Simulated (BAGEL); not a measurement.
# CH3BClNO (SMILES [H]/N=C\B(O)Cl): HF/6-31G(d) (density fitting with qzvpp-jkfit, spherical functions)

Aim: the vertical ionisation energy of CH3BClNO at HF/6-31G* (density fitting with qzvpp-jkfit, spherical functions), from 2 runs. 

The results are computed with BAGEL 1.2.2.

## Step 1: The molecule

CH3BClNO: 8 atoms, total charge 0, spin state singlet. As SMILES, `[H]/N=C\B(O)Cl`. The shape is that of a PBE0-D4/def2-TZVP optimisation. This is one conformer, not always the lowest.

Bond lengths: N1–C2 1.270 Å, C2–B3 1.571 Å, B3–O4 1.342 Å, B3–Cl5 1.771 Å, N1–H6 1.025 Å, C2–H7 1.096 Å, O4–H8 0.962 Å. Angles: N1–C2–B3 126.2°, C2–B3–O4 119.1°, C2–B3–Cl5 119.9°, O4–B3–Cl5 121.0°, N1–C2–H7 116.5°, B3–C2–H7 117.2°, C2–N1–H6 110.1°, B3–O4–H8 114.5°.

## Step 2: The energy at HF/6-31G(d) (density fitting with qzvpp-jkfit, spherical functions)

The input, calc.json:

```json
{ "bagel": [

{
  "title": "molecule",
  "basis": "6-31gs.json",
  "df_basis": "qzvpp-jkfit",
  "angstrom": true,
  "geometry": [
    { "atom": "N", "xyz": [   -0.428500,    1.745600,    0.743700 ] },
    { "atom": "C", "xyz": [   -0.322700,    0.482100,    0.812400 ] },
    { "atom": "B", "xyz": [    0.172300,   -0.471900,   -0.334000 ] },
    { "atom": "O", "xyz": [    0.230100,   -1.793200,   -0.105500 ] },
    { "atom": "Cl", "xyz": [    0.644400,    0.203500,   -1.901500 ] },
    { "atom": "H", "xyz": [   -0.141000,    2.072800,   -0.183700 ] },
    { "atom": "H", "xyz": [   -0.604600,    0.018200,    1.764400 ] },
    { "atom": "H", "xyz": [    0.542100,   -2.314100,   -0.851700 ] }
  ]
},
{ "title": "hf" },
{ "title": "print", "file": "orbitals.molden", "orbitals": true }

]}
```

The basis set 6-31G* is read from a file made from the Basis Set Exchange's data (not shown).

The run is started by

```console
$ BAGEL_NUM_THREADS=1 BAGEL calc.json > calc.out
```

The log of the run:

```text
* using 1 threads per process

  ===============================================================
  ===============================================================

  *** Geometry ***

  { "atom" : "N", "xyz" : [     -0.809748,      3.298706,      1.405389 ] },
  { "atom" : "C", "xyz" : [     -0.609815,      0.911037,      1.535214 ] },
  { "atom" : "B", "xyz" : [      0.325600,     -0.891762,     -0.631169 ] },
  { "atom" : "O", "xyz" : [      0.434826,     -3.388657,     -0.199366 ] },
  { "atom" : "Cl", "xyz" : [      1.217740,      0.384559,     -3.593314 ] },
  { "atom" : "H", "xyz" : [     -0.266451,      3.917024,     -0.347143 ] },
  { "atom" : "H", "xyz" : [     -1.142528,      0.034393,      3.334233 ] },
  { "atom" : "H", "xyz" : [      1.024421,     -4.373015,     -1.609480 ] },

  Number of auxiliary basis functions:      486

  Since a DF basis is specified, we compute 2- and 3-index integrals:
    o Being stored without compression. Storage requirement is 0.025 GB

  Number of basis functions:       80
  Number of electrons      :       46

    * METHOD: MOLECULE                             0.17

  *** RHF ***

  === Nuclear Repulsion ===
   190.5649547877

      * DIIS with orbital gradients will be used.

  === RHF iteration (6-31gs.json) ===
      0       -652.92967166          0.02196074           0.05
      1       -653.07979037          0.01462225           0.04
      2       -653.16317480          0.00182453           0.04
      3       -653.16552194          0.00066241           0.04
      4       -653.16579169          0.00021450           0.04
      5       -653.16584792          0.00012027           0.04
      6       -653.16586166          0.00004721           0.05
      7       -653.16586469          0.00001027           0.05
      8       -653.16586478          0.00000423           0.05
      9       -653.16586479          0.00000193           0.05
     10       -653.16586480          0.00000056           0.05
     11       -653.16586480          0.00000025           0.05
     12       -653.16586480          0.00000010           0.05
     13       -653.16586480          0.00000004           0.04
     14       -653.16586480          0.00000001           0.05
     15       -653.16586480          0.00000001           0.04
    * SCF iteration converged.

    * Permanent dipole moment:
           (   -0.296232,     0.955026,     0.571649) a.u.

    * METHOD: HF                                   0.86

    * METHOD: PRINT                                0.01

  ===============================================================
```

Run time: 1.2 s. Hardware: 1 thread of Intel Xeon 6975P-C (Granite Rapids), shared host.

## Step 3: The doublet cation

The input, hf.json:

```json
{ "bagel" : [

{
  "title" : "molecule",
  "basis" : "6-31gs.json",
  "df_basis" : "qzvpp-jkfit",
  "angstrom" : true,
  "geometry" : [
    { "atom" : "N", "xyz" : [   -0.428500,    1.745600,    0.743700 ] },
    { "atom" : "C", "xyz" : [   -0.322700,    0.482100,    0.812400 ] },
    { "atom" : "B", "xyz" : [    0.172300,   -0.471900,   -0.334000 ] },
    { "atom" : "O", "xyz" : [    0.230100,   -1.793200,   -0.105500 ] },
    { "atom" : "Cl", "xyz" : [    0.644400,    0.203500,   -1.901500 ] },
    { "atom" : "H", "xyz" : [   -0.141000,    2.072800,   -0.183700 ] },
    { "atom" : "H", "xyz" : [   -0.604600,    0.018200,    1.764400 ] },
    { "atom" : "H", "xyz" : [    0.542100,   -2.314100,   -0.851700 ] }
  ]
},
{
  "title" : "uhf",
  "charge" : 1,
  "nopen" : 1
},
{
  "title" : "print",
  "file" : "orbitals.molden",
  "orbitals" : true
}

]}
```

The basis set 6-31G* is read from a file made from the Basis Set Exchange's data (not shown).

The run is started by

```console
$ BAGEL_NUM_THREADS=1 BAGEL hf.json > hf.out
```

The log of the run:

```text
* using 1 threads per process

  ===============================================================
  ===============================================================

  *** Geometry ***

  { "atom" : "N", "xyz" : [     -0.809748,      3.298706,      1.405389 ] },
  { "atom" : "C", "xyz" : [     -0.609815,      0.911037,      1.535214 ] },
  { "atom" : "B", "xyz" : [      0.325600,     -0.891762,     -0.631169 ] },
  { "atom" : "O", "xyz" : [      0.434826,     -3.388657,     -0.199366 ] },
  { "atom" : "Cl", "xyz" : [      1.217740,      0.384559,     -3.593314 ] },
  { "atom" : "H", "xyz" : [     -0.266451,      3.917024,     -0.347143 ] },
  { "atom" : "H", "xyz" : [     -1.142528,      0.034393,      3.334233 ] },
  { "atom" : "H", "xyz" : [      1.024421,     -4.373015,     -1.609480 ] },

  Number of auxiliary basis functions:      486

  Since a DF basis is specified, we compute 2- and 3-index integrals:
    o Being stored without compression. Storage requirement is 0.025 GB

  Number of basis functions:       80
  Number of electrons      :       46

    * METHOD: MOLECULE                             0.17

  *** Open-shell HF ***

  === Nuclear Repulsion ===
   190.5649547877

      * DIIS with orbital gradients will be used.

  === UHF iteration (6-31gs.json) ===
      0       -652.56130532          0.04256014           0.09
      1       -652.68473219          0.03537712           0.09
      2       -652.73212548          0.02770961           0.08
      3       -652.81458031          0.00408633           0.09
      4       -652.82090663          0.00272261           0.09
      5       -652.82825644          0.00168663           0.09
      6       -652.83279356          0.00060450           0.09
      7       -652.83318454          0.00027135           0.09
      8       -652.83361881          0.00014468           0.09
      9       -652.83395561          0.00013155           0.09
     10       -652.83435310          0.00011643           0.09
     11       -652.83480600          0.00010425           0.09
     12       -652.83508774          0.00005992           0.09
     13       -652.83517343          0.00003835           0.09
     14       -652.83516436          0.00001703           0.09
     15       -652.83517363          0.00001042           0.09
     16       -652.83517391          0.00000357           0.09
     17       -652.83517396          0.00000142           0.09
     18       -652.83517397          0.00000085           0.09
     19       -652.83517399          0.00000050           0.09
     20       -652.83517400          0.00000016           0.09
     21       -652.83517400          0.00000009           0.08
     22       -652.83517400          0.00000004           0.09
     23       -652.83517400          0.00000003           0.09
     24       -652.83517400          0.00000001           0.09
     25       -652.83517400          0.00000001           0.09
    * SCF iteration converged.

    * S^2 (UHF) is 0.9240

    * Permanent dipole moment:
           (    0.592387,    -0.963174,    -1.427011) a.u.

    * METHOD: UHF                                  2.49

    * METHOD: PRINT                                0.01

  ===============================================================
```

Run time: 2.8 s. Hardware: 1 thread of Intel Xeon 6975P-C (Granite Rapids), shared host.

## Step 4: What came out

At HF/6-31G* (density fitting with qzvpp-jkfit, spherical functions):

| quantity | value |
| --- | --- |
| singlet CH3BClNO: total energy | -653.16586 Eh |
| singlet CH3BClNO: dipole moment | 2.93 D |
| singlet CH3BClNO: HOMO energy | -11.42 eV |
| singlet CH3BClNO: LUMO energy | 2.29 eV |
| singlet CH3BClNO: HOMO–LUMO gap | 13.71 eV |
| doublet cation: total energy | -652.83517 Eh |
| doublet cation: ⟨S²⟩ | 0.924 |
| vertical ionisation energy (to the doublet cation) | 8.999 eV |

What this shows: Removing an electron at fixed nuclei costs 9.00 eV (868 kJ/mol). −ε(HOMO) before ionisation, 11.42 eV, is 2.43 eV above this ionisation energy. ⟨S²⟩ (doublet cation) is 0.92 where a pure doublet has 0.75: the reference is spin-contaminated.
